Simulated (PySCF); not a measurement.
# Cl3DyH3N (Dy(Cl)3(NH3)): the cost of one run

Computed with PySCF 2.14.0. Level: PBE0, Dy lcecp-1-SVP with ECP55, Cl def2-SVP, N def2-SVP, H def2-SVP; scalar-relativistic core potentials, no spin–orbit coupling.

1 further run of the same task is left out (for a known fault of the program).

**1. The starting structure**

8 atoms, charge 0, spin multiplicity 1.

Bond lengths: Dy1–Cl2 2.611 Å, Dy1–Cl3 2.611 Å, Dy1–Cl4 2.611 Å, Dy1–N5 2.507 Å, N5–H6 1.020 Å, N5–H7 1.020 Å, N5–H8 1.020 Å. Angles: Cl2–Dy1–Cl3 109.5°, Cl2–Dy1–Cl4 109.5°, Cl2–Dy1–N5 109.5°, Cl3–Dy1–Cl4 109.5°, Cl3–Dy1–N5 109.5°, Cl4–Dy1–N5 109.5°, Dy1–N5–H6 113.0°, Dy1–N5–H7 113.0°, Dy1–N5–H8 113.0°, H6–N5–H7 105.8°, H6–N5–H8 105.8°, H7–N5–H8 105.8°.

Geometry (Å):

```xyz
8
Cl3DyH3N
Dy    0.0000    0.0000    0.0000
Cl    1.5074    1.5074    1.5074
Cl   -1.5074   -1.5074    1.5074
Cl    1.5074   -1.5074   -1.5074
N    -1.4477    1.4477   -1.4477
H    -2.0609    2.0609   -0.9106
H    -0.9106    2.0609   -2.0609
H    -2.0609    0.9106   -2.0609
```

Formal oxidation states: Dy +3. Each metal's 9 4f electrons lie in its core potential, so multiplicities, spins and levels count the valence alone.

**2. SCF at the start, singlet**

File run.py (the lines that set the calculation):

```python
mol = gto.M(atom='''
Dy     0.00000     0.00000     0.00000
Cl     1.50740     1.50740     1.50740
Cl    -1.50740    -1.50740     1.50740
Cl     1.50740    -1.50740    -1.50740
N     -1.44770     1.44770    -1.44770
H     -2.06090     2.06090    -0.91060
H     -0.91060     2.06090    -2.06090
H     -2.06090     0.91060    -2.06090''',
    basis={'Dy': 'lcecp-1-SVP', 'Cl': 'def2-SVP', 'N': 'def2-SVP', 'H': 'def2-SVP'},
    ecp={'Dy': 'lcecp-1-SVP'},
    charge=0, spin=0)
mf = dft.RKS(mol, xc='PBE0')
mf.grids.atom_grid = (50, 194)  # f atoms: unpruned, at least (60, 302)
mf = mf.density_fit()  # fitting sets: Dy AutoAux, Cl def2-universal-JKFIT, N def2-universal-JKFIT, H def2-universal-JKFIT
mf.conv_tol = 1e-08; mf.max_cycle = 55
mf.kernel(dm0)  # dm0: free metal ions and neutral atoms
```

The run is started by

```console
> OMP_NUM_THREADS=2 python run.py
```

Q: Estimate wall time and peak memory on 2 threads of Arm Neoverse V1, shared host.

About 4.1 s, with a peak of 0.64 GiB.
